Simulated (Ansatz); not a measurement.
**CH3Cl3O2W: taking an electron away**

Aim: the vertical ionisation energy of CH3Cl3O2W, as cation minus neutral at the neutral's geometry, on several levels, and how well −ε(HOMO) stands in for it.

The runs use Ansatz 0.2.0, Gaussian basis; unrestricted cation, the program's frozen cores in correlated methods.

The runs, in order: UKS PBE-D4/def2-TZVPP; UKS r2SCAN-D4/def2-TZVPP; UKS PBE0-D4/def2-TZVPP; UKS B3LYP-D4/def2-TZVPP; UKS wB97X-V/def2-TZVPP; UKS wB97M-V/def2-TZVPP; UKS B2PLYP/def2-TZVPP; UHF-CCSD(T)/def2-TZVPP; UHF-MP2/def2-QZVPP; extrapolation to the limit; then −ε(HOMO) from the neutral's earlier runs with LDA (SPW92), PBE-D4, revPBE-D4, BLYP-D4, r2SCAN-D4, B97M-V, PBE0-D4, B3LYP-D4, r2SCANh-D4, r2SCAN0-D4, HSE06-D4, BHLYP-D4, CAM-B3LYP-D4, LC-ωPBE, ωB97X-V, ωB97M-V.

## (1) Structure used throughout

An earlier PBE0-D4 in a triple-zeta def2 set relaxation fixed the geometry. W takes the def2 core potential; no spin-orbit term is included.

SMILES `C[O][W](=[O])([Cl])([Cl])[Cl]`, 10 atoms, charge 0, spin multiplicity 1.

Atoms are counted from 1 here; the program's logs count them from 0.

Bond lengths: C1–O2 1.399 Å, C1–H8 1.090 Å, C1–H9 1.095 Å, C1–H10 1.095 Å, O2–W3 1.846 Å, W3–O4 1.675 Å, W3–Cl5 2.300 Å, W3–Cl6 2.307 Å, W3–Cl7 2.308 Å. Angles: O2–C1–H8 108.8°, O2–C1–H9 109.4°, O2–C1–H10 109.5°, H8–C1–H9 109.9°, H8–C1–H10 109.9°, H9–C1–H10 109.4°, C1–O2–W3 139.2°, O2–W3–O4 100.9°, O2–W3–Cl5 158.0°, O2–W3–Cl6 86.5°, O2–W3–Cl7 86.4°, O4–W3–Cl5 101.1°, O4–W3–Cl6 109.5°, O4–W3–Cl7 109.6°, Cl5–W3–Cl6 86.2°, Cl5–W3–Cl7 86.2°, Cl6–W3–Cl7 140.9°.

## (2) Cation, UKS PBE-D4/def2-TZVPP

Input file in.yaml:

```yaml
crystal:
  periodic: [false, false, false]
  atoms:
    - {symbol: C, position_ang: [0.485728, -1.661766, 0.239377]}
    - {symbol: O, position_ang: [-0.320498, -0.671664, -0.332384]}
    - {symbol: W, position_ang: [-0.502478, 1.165339, -0.311682]}
    - {symbol: O, position_ang: [-1.789978, 1.368661, -1.363239]}
    - {symbol: Cl, position_ang: [-0.053177, 3.346082, 0.263631]}
    - {symbol: Cl, position_ang: [-1.295914, 0.920286, 1.841000]}
    - {symbol: Cl, position_ang: [1.478059, 1.229917, -1.494219]}
    - {symbol: H, position_ang: [0.155806, -2.635745, -0.122978]}
    - {symbol: H, position_ang: [1.529202, -1.491934, -0.046593]}
    - {symbol: H, position_ang: [0.396249, -1.620375, 1.330087]}
basis:
  gaussian: {orbitals: def2-TZVPP}
total_charge: 1
magnetization: {spin_polarized: true, initial_magnetization: 1}
hamiltonian: {xc: pbe, dispersion: d4}
```

Command:

```bash
$ ansatz run in.yaml --threads 2 --pin off --events-out ev --progress --plain --max-ram 32768MiB --backend cuda --devices 0, --max-vram 18GiB
```

After this run come: Cation, UKS r2SCAN-D4/def2-TZVPP; Cation, UKS PBE0-D4/def2-TZVPP; Cation, UKS B3LYP-D4/def2-TZVPP; Cation, UKS wB97X-V/def2-TZVPP; Cation, UKS wB97M-V/def2-TZVPP; Cation, UKS B2PLYP (frozen core)/def2-TZVPP; Cation, UHF-CCSD(T)/def2-TZVPP; Cation, UHF-MP2/def2-QZVPP.

Q: Predict the results of all the runs planned. Wanted: ionisation energy, CCSD(T)/CBS; nearest functional by difference; nearest −ε(HOMO); −ε(HOMO) of PBE; T1 of the cation.

**Answer**, as computed:

```
                        quantity               value
  ionisation energy, CCSD(T)/CBS            10.98 eV
nearest functional by difference  ωB97M-V (-0.03 eV)
                nearest −ε(HOMO)  ωB97M-V (-0.06 eV)
                 −ε(HOMO) of PBE             7.30 eV
                T1 of the cation               0.035
```

**Reading.** By cation minus neutral, the functionals miss by 0.99 eV at most. −ε(HOMO) of PBE misses by 3.7 eV, since self-interaction lifts the level. Among orbital estimates ωB97M-V comes nearest. Hartree-Fock falls 0.53 eV short, as the neutral has more correlation energy than the cation. The cation's T1 (from the report) is 0.035, near the customary mark of 0.045 for open shells, so the coupled-cluster value is less safe. Correlated methods include outer-core shells of W, which these sets cover unevenly.
